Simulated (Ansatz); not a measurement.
Born–Oppenheimer molecular dynamics of a periodic cell of 24 atoms, LiBH4 (host LiBH4, host structure Ama2). It starts from an unrelaxed structure (largest force component 0.67 eV/Å).

Method: DFT r2SCAN-D3(BJ), scalar-relativistic, plane waves, PAW in Ansatz 0.2.0. Settings: accuracy low, cutoff 500 eV, k mesh 2x2x2, fermi-dirac smearing 0.05 eV, no spin polarisation.

```
ensemble        : NVT, Langevin thermostat
time step       : 0.5 fs
steps asked     : 80
set temperature : 500 K
friction        : 0.005 /fs
seed            : 995360
```

Frames 1 fs apart, positions in Å, forces in eV/Å.

Velocities at 10.0 fs (Å/ps):

```
Li -8.06 5.77 12.78
Li 1.14 -7.37 -6.80
B -4.60 -0.31 4.75
B 10.65 -3.65 -4.50
H -11.42 15.68 14.10
H -28.79 -33.48 0.56
H 12.79 29.33 -27.93
H 11.53 0.10 -20.33
H 25.95 -19.20 -7.95
H -1.83 -3.50 -7.31
H 10.36 -14.33 3.79
H 27.41 1.09 17.92
Li -12.71 3.49 5.10
Li -3.56 0.67 9.26
B 3.03 -2.33 0.41
B 7.50 3.92 -1.17
H -10.59 15.82 -0.92
H -3.07 7.11 7.63
H -15.58 29.00 14.92
H 9.60 0.13 -24.08
H -1.78 -21.35 -28.53
H 11.41 -9.49 -13.25
H 0.74 -16.06 -3.98
H 6.19 13.30 -7.36
```

```xyz
24
Lattice="0.0000 0.0000 5.3977 6.5784 -2.7066 2.6989 6.5784 2.7066 2.6989" Properties=species:S:1:pos:R:3:forces:R:3 time_fs=10.0 energy_less_start_eV=0.629 T=331
Li -0.095 0.084 0.157 0.53 -0.13 -0.25
Li 3.294 -0.064 5.350 -0.20 0.30 0.04
B 8.160 -1.438 4.067 0.42 -0.69 2.01
B 5.007 -1.350 6.694 0.85 2.02 1.56
H 8.335 -1.132 5.297 -0.64 -0.33 -1.15
H 4.930 -1.860 2.415 -0.32 0.59 -0.78
H 7.443 1.807 6.050 -0.55 0.50 -0.39
H 5.998 0.993 3.518 0.04 0.20 -0.23
H 2.807 -1.090 3.590 -0.52 -0.26 0.24
H 4.022 0.924 3.516 0.10 0.32 -0.03
H 1.449 0.040 1.468 0.41 0.59 -0.29
H 5.146 -0.055 6.943 -0.27 -1.63 -0.32
Li 6.424 0.023 5.460 0.47 0.07 -0.01
Li 9.833 0.011 5.458 -0.06 -0.24 -0.09
B 8.254 1.268 6.710 0.11 -0.13 1.18
B 5.003 1.493 3.993 -0.35 0.03 1.53
H 8.107 1.565 7.924 0.34 -0.09 -0.86
H 5.037 1.257 5.244 -0.26 0.33 -0.91
H 7.153 -0.982 3.611 -0.26 0.53 -0.17
H 6.029 -1.757 6.215 0.08 -0.19 -0.45
H 9.167 -1.028 8.953 0.23 -0.10 -0.69
H 10.613 1.172 8.771 -0.67 -0.58 -0.55
H 8.007 0.075 6.693 0.58 0.17 0.14
H 11.532 0.046 6.592 -0.05 -1.29 0.46
24
Lattice="0.0000 0.0000 5.3977 6.5784 -2.7066 2.6989 6.5784 2.7066 2.6989" Properties=species:S:1:pos:R:3:forces:R:3 time_fs=11.0 energy_less_start_eV=0.628 T=325
Li -0.102 0.089 0.169 0.55 -0.08 -0.27
Li 3.295 -0.071 5.344 -0.20 0.29 0.04
B 8.155 -1.438 4.073 0.34 -0.62 1.79
B 5.018 -1.353 6.690 0.72 1.78 1.56
H 8.321 -1.117 5.303 -0.50 -0.39 -1.26
H 4.900 -1.891 2.410 -0.08 0.71 -1.02
H 7.453 1.839 6.021 -0.12 0.07 -0.01
H 6.007 0.997 3.498 -0.12 0.27 -0.07
H 2.832 -1.109 3.586 -0.76 -0.25 0.39
H 4.021 0.922 3.509 0.26 0.43 0.06
H 1.461 0.026 1.472 0.27 0.83 -0.29
H 5.170 -0.062 6.961 -0.35 -1.65 -0.36
Li 6.412 0.027 5.465 0.50 0.09 -0.02
Li 9.829 0.011 5.467 -0.08 -0.31 -0.12
B 8.257 1.265 6.711 -0.11 0.07 0.73
B 5.010 1.496 3.993 -0.43 -0.10 1.36
H 8.100 1.580 7.920 0.38 -0.14 -0.90
H 5.032 1.264 5.247 -0.20 0.30 -0.96
H 7.135 -0.953 3.627 0.05 0.24 -0.10
H 6.038 -1.759 6.187 -0.07 -0.16 -0.24
H 9.167 -1.051 8.922 0.01 -0.07 -0.47
H 10.623 1.160 8.757 -0.53 -0.43 -0.49
H 8.011 0.060 6.690 0.54 0.45 0.16
H 11.538 0.051 6.587 -0.08 -1.33 0.51
24
Lattice="0.0000 0.0000 5.3977 6.5784 -2.7066 2.6989 6.5784 2.7066 2.6989" Properties=species:S:1:pos:R:3:forces:R:3 time_fs=12.0 energy_less_start_eV=0.575 T=346
Li -0.109 0.096 0.179 0.55 -0.04 -0.29
Li 3.295 -0.078 5.338 -0.19 0.27 0.03
B 8.151 -1.439 4.079 0.25 -0.44 1.32
B 5.029 -1.354 6.688 0.46 1.37 1.22
H 8.302 -1.107 5.297 -0.32 -0.39 -1.17
H 4.868 -1.914 2.397 0.16 0.72 -1.08
H 7.462 1.872 5.993 0.24 -0.33 0.35
H 6.013 1.002 3.480 -0.22 0.30 0.07
H 2.850 -1.128 3.584 -0.90 -0.19 0.48
H 4.027 0.921 3.501 0.32 0.48 0.11
H 1.477 0.020 1.473 0.10 0.93 -0.29
H 5.187 -0.086 6.978 -0.39 -1.46 -0.38
Li 6.401 0.031 5.470 0.53 0.12 -0.04
Li 9.825 0.010 5.478 -0.10 -0.38 -0.15
B 8.260 1.262 6.712 -0.27 0.30 0.23
B 5.017 1.500 3.994 -0.46 -0.36 1.12
H 8.099 1.593 7.910 0.38 -0.16 -0.80
H 5.027 1.272 5.242 -0.14 0.24 -0.85
H 7.114 -0.923 3.640 0.41 -0.09 -0.03
H 6.049 -1.762 6.156 -0.26 -0.11 0.01
H 9.166 -1.078 8.886 -0.24 -0.01 -0.20
H 10.629 1.144 8.736 -0.25 -0.25 -0.32
H 8.020 0.050 6.688 0.46 0.60 0.17
H 11.543 0.041 6.588 -0.11 -1.11 0.49
24
Lattice="0.0000 0.0000 5.3977 6.5784 -2.7066 2.6989 6.5784 2.7066 2.6989" Properties=species:S:1:pos:R:3:forces:R:3 time_fs=13.0 energy_less_start_eV=0.509 T=374
Li -0.114 0.103 0.190 0.54 0.00 -0.30
Li 3.296 -0.084 5.331 -0.19 0.25 0.02
B 8.147 -1.440 4.085 0.16 -0.23 0.62
B 5.039 -1.354 6.688 0.17 0.75 0.63
H 8.278 -1.104 5.278 -0.08 -0.28 -0.83
H 4.836 -1.933 2.375 0.37 0.66 -1.00
H 7.474 1.903 5.969 0.46 -0.66 0.62
H 6.015 1.009 3.462 -0.26 0.30 0.18
H 2.861 -1.151 3.589 -0.92 -0.09 0.51
H 4.039 0.923 3.496 0.24 0.45 0.09
H 1.495 0.023 1.474 -0.08 0.83 -0.28
H 5.201 -0.125 6.991 -0.39 -1.03 -0.33
Li 6.391 0.035 5.477 0.54 0.15 -0.06
Li 9.821 0.011 5.489 -0.13 -0.45 -0.18
B 8.262 1.260 6.713 -0.34 0.53 -0.25
B 5.021 1.504 3.995 -0.41 -0.71 0.84
H 8.104 1.602 7.893 0.34 -0.13 -0.56
H 5.020 1.282 5.228 -0.06 0.14 -0.61
H 7.098 -0.893 3.651 0.67 -0.38 0.01
H 6.060 -1.767 6.125 -0.48 -0.05 0.28
H 9.161 -1.107 8.843 -0.44 0.07 0.08
H 10.633 1.127 8.710 0.09 -0.04 -0.08
H 8.034 0.048 6.684 0.33 0.58 0.17
H 11.546 0.019 6.592 -0.14 -0.64 0.43
24
Lattice="0.0000 0.0000 5.3977 6.5784 -2.7066 2.6989 6.5784 2.7066 2.6989" Properties=species:S:1:pos:R:3:forces:R:3 time_fs=14.0 energy_less_start_eV=0.488 T=392
Li -0.119 0.111 0.199 0.52 0.03 -0.30
Li 3.296 -0.089 5.324 -0.18 0.22 0.01
B 8.143 -1.442 4.092 0.13 0.05 -0.28
B 5.049 -1.352 6.688 -0.17 -0.06 -0.20
H 8.254 -1.103 5.250 0.18 -0.08 -0.23
H 4.806 -1.943 2.341 0.53 0.45 -0.69
H 7.491 1.927 5.952 0.54 -0.88 0.75
H 6.013 1.019 3.447 -0.22 0.27 0.25
H 2.863 -1.173 3.600 -0.81 0.04 0.47
H 4.052 0.930 3.489 0.13 0.37 0.08
H 1.515 0.038 1.474 -0.28 0.49 -0.25
H 5.213 -0.176 7.000 -0.33 -0.25 -0.20
Li 6.382 0.039 5.483 0.56 0.17 -0.08
Li 9.816 0.011 5.500 -0.14 -0.51 -0.20
B 8.264 1.258 6.713 -0.32 0.72 -0.64
B 5.026 1.506 3.998 -0.40 -1.10 0.52
H 8.111 1.611 7.872 0.26 -0.07 -0.22
H 5.014 1.293 5.212 0.00 0.00 -0.28
H 7.088 -0.868 3.660 0.81 -0.62 0.01
H 6.066 -1.775 6.094 -0.64 0.00 0.51
H 9.151 -1.134 8.801 -0.58 0.18 0.35
H 10.634 1.110 8.684 0.42 0.17 0.16
H 8.054 0.053 6.683 0.17 0.42 0.15
H 11.543 -0.008 6.603 -0.15 -0.01 0.31
24
Lattice="0.0000 0.0000 5.3977 6.5784 -2.7066 2.6989 6.5784 2.7066 2.6989" Properties=species:S:1:pos:R:3:forces:R:3 time_fs=15.0 energy_less_start_eV=0.584 T=359
Li -0.123 0.118 0.209 0.49 0.06 -0.30
Li 3.297 -0.094 5.318 -0.18 0.20 -0.01
B 8.138 -1.445 4.100 0.11 0.37 -1.25
B 5.059 -1.351 6.688 -0.52 -0.99 -1.19
H 8.228 -1.102 5.222 0.43 0.18 0.52
H 4.783 -1.948 2.299 0.56 0.12 -0.20
H 7.519 1.943 5.942 0.47 -0.96 0.74
H 6.007 1.030 3.433 -0.12 0.21 0.28
H 2.856 -1.192 3.617 -0.54 0.16 0.35
H 4.065 0.941 3.480 0.01 0.27 0.07
H 1.534 0.060 1.471 -0.46 -0.04 -0.19
H 5.224 -0.229 7.008 -0.22 0.79 0.03
Li 6.375 0.044 5.488 0.56 0.17 -0.09
Li 9.810 0.012 5.509 -0.14 -0.54 -0.22
B 8.267 1.259 6.712 -0.29 0.85 -0.89
B 5.030 1.508 4.000 -0.42 -1.44 0.15
H 8.120 1.623 7.849 0.16 0.00 0.15
H 5.011 1.303 5.195 0.04 -0.15 0.12
H 7.084 -0.850 3.671 0.83 -0.78 -0.03
H 6.066 -1.782 6.068 -0.69 0.03 0.66
H 9.134 -1.162 8.761 -0.65 0.31 0.58
H 10.634 1.097 8.658 0.70 0.36 0.37
H 8.075 0.063 6.684 0.00 0.17 0.14
H 11.539 -0.032 6.617 -0.15 0.65 0.19
24
Lattice="0.0000 0.0000 5.3977 6.5784 -2.7066 2.6989 6.5784 2.7066 2.6989" Properties=species:S:1:pos:R:3:forces:R:3 time_fs=16.0 energy_less_start_eV=0.781 T=303
Li -0.127 0.125 0.217 0.46 0.08 -0.30
Li 3.298 -0.099 5.311 -0.17 0.19 -0.02
B 8.133 -1.446 4.107 0.11 0.75 -2.09
B 5.068 -1.350 6.688 -0.77 -1.77 -2.12
H 8.206 -1.101 5.200 0.64 0.43 1.21
H 4.764 -1.954 2.255 0.51 -0.27 0.36
H 7.551 1.950 5.939 0.28 -0.91 0.61
H 5.997 1.045 3.420 0.05 0.11 0.25
H 2.846 -1.208 3.636 -0.18 0.27 0.21
H 4.074 0.955 3.475 -0.11 0.16 0.05
H 1.552 0.086 1.468 -0.61 -0.72 -0.11
H 5.231 -0.270 7.018 -0.08 1.77 0.28
Li 6.368 0.049 5.493 0.57 0.17 -0.09
Li 9.804 0.013 5.520 -0.13 -0.56 -0.22
B 8.268 1.260 6.710 -0.22 0.88 -0.98
B 5.034 1.508 4.002 -0.50 -1.55 -0.15
H 8.136 1.637 7.827 0.04 0.08 0.53
H 5.008 1.311 5.180 0.07 -0.29 0.49
H 7.086 -0.841 3.682 0.74 -0.85 -0.09
H 6.061 -1.789 6.050 -0.63 0.05 0.74
H 9.111 -1.186 8.729 -0.61 0.45 0.73
H 10.641 1.088 8.633 0.84 0.51 0.51
H 8.095 0.074 6.686 -0.15 -0.09 0.13
H 11.533 -0.048 6.634 -0.15 1.11 0.09
24
Lattice="0.0000 0.0000 5.3977 6.5784 -2.7066 2.6989 6.5784 2.7066 2.6989" Properties=species:S:1:pos:R:3:forces:R:3 time_fs=17.0 energy_less_start_eV=0.960 T=269
Li -0.131 0.133 0.226 0.44 0.10 -0.29
Li 3.298 -0.104 5.304 -0.16 0.19 -0.03
B 8.129 -1.446 4.114 0.09 1.03 -2.54
B 5.077 -1.349 6.686 -0.95 -1.97 -2.70
H 8.188 -1.099 5.192 0.79 0.58 1.60
H 4.746 -1.965 2.211 0.41 -0.61 0.85
H 7.586 1.950 5.942 0.00 -0.74 0.36
H 5.989 1.063 3.406 0.20 0.01 0.23
H 2.834 -1.222 3.656 0.25 0.37 0.03
H 4.079 0.970 3.469 -0.19 0.07 0.04
H 1.564 0.107 1.465 -0.71 -1.29 -0.04
H 5.234 -0.290 7.032 0.01 2.18 0.40
Li 6.362 0.053 5.496 0.57 0.15 -0.09
Li 9.797 0.012 5.530 -0.11 -0.56 -0.22
B 8.270 1.262 6.707 -0.16 0.83 -0.83
B 5.038 1.507 4.004 -0.60 -1.38 -0.39
H 8.151 1.651 7.811 -0.07 0.13 0.79
H 5.007 1.315 5.169 0.10 -0.41 0.78
H 7.092 -0.839 3.691 0.58 -0.84 -0.16
H 6.050 -1.798 6.043 -0.45 0.05 0.72
H 9.081 -1.205 8.704 -0.47 0.59 0.79
H 10.656 1.086 8.611 0.86 0.61 0.55
H 8.111 0.086 6.688 -0.29 -0.35 0.14
H 11.530 -0.052 6.655 -0.15 1.25 0.02
24
Lattice="0.0000 0.0000 5.3977 6.5784 -2.7066 2.6989 6.5784 2.7066 2.6989" Properties=species:S:1:pos:R:3:forces:R:3 time_fs=18.0 energy_less_start_eV=1.008 T=269
Li -0.133 0.141 0.233 0.42 0.12 -0.29
Li 3.298 -0.111 5.298 -0.15 0.19 -0.02
B 8.125 -1.444 4.120 0.12 0.96 -2.47
B 5.087 -1.351 6.682 -1.09 -1.53 -2.64
H 8.177 -1.091 5.199 0.85 0.58 1.54
H 4.730 -1.981 2.174 0.34 -0.80 1.12
H 7.622 1.944 5.949 -0.36 -0.44 -0.02
H 5.979 1.083 3.390 0.39 -0.11 0.18
H 2.825 -1.233 3.675 0.66 0.45 -0.13
H 4.083 0.988 3.466 -0.31 -0.03 0.00
H 1.570 0.113 1.463 -0.75 -1.43 0.02
H 5.237 -0.289 7.051 0.02 1.91 0.33
Li 6.356 0.058 5.500 0.59 0.13 -0.08
Li 9.790 0.012 5.540 -0.09 -0.55 -0.22
B 8.272 1.265 6.703 -0.07 0.63 -0.40
B 5.042 1.505 4.004 -0.73 -0.92 -0.39
H 8.164 1.667 7.801 -0.16 0.13 0.87
H 5.006 1.315 5.167 0.14 -0.48 0.85
H 7.102 -0.848 3.699 0.31 -0.73 -0.23
H 6.032 -1.807 6.044 -0.09 0.00 0.57
H 9.045 -1.217 8.684 -0.26 0.69 0.77
H 10.684 1.092 8.596 0.72 0.65 0.48
H 8.125 0.093 6.691 -0.38 -0.49 0.16
H 11.526 -0.045 6.676 -0.11 1.08 -0.01
```

Of the whole run (40 fs, mean temperature of the second half 309 K): The mean temperature of the second half is 38 % below the set value. A run of 0.04 ps of so small a system gives no equilibrium averages. Limits of this set-up: coarse k mesh, low accuracy level.

Run time: 15 min on 1 thread of Arm Neoverse V1 (shared host), peak memory 0.79 GiB.
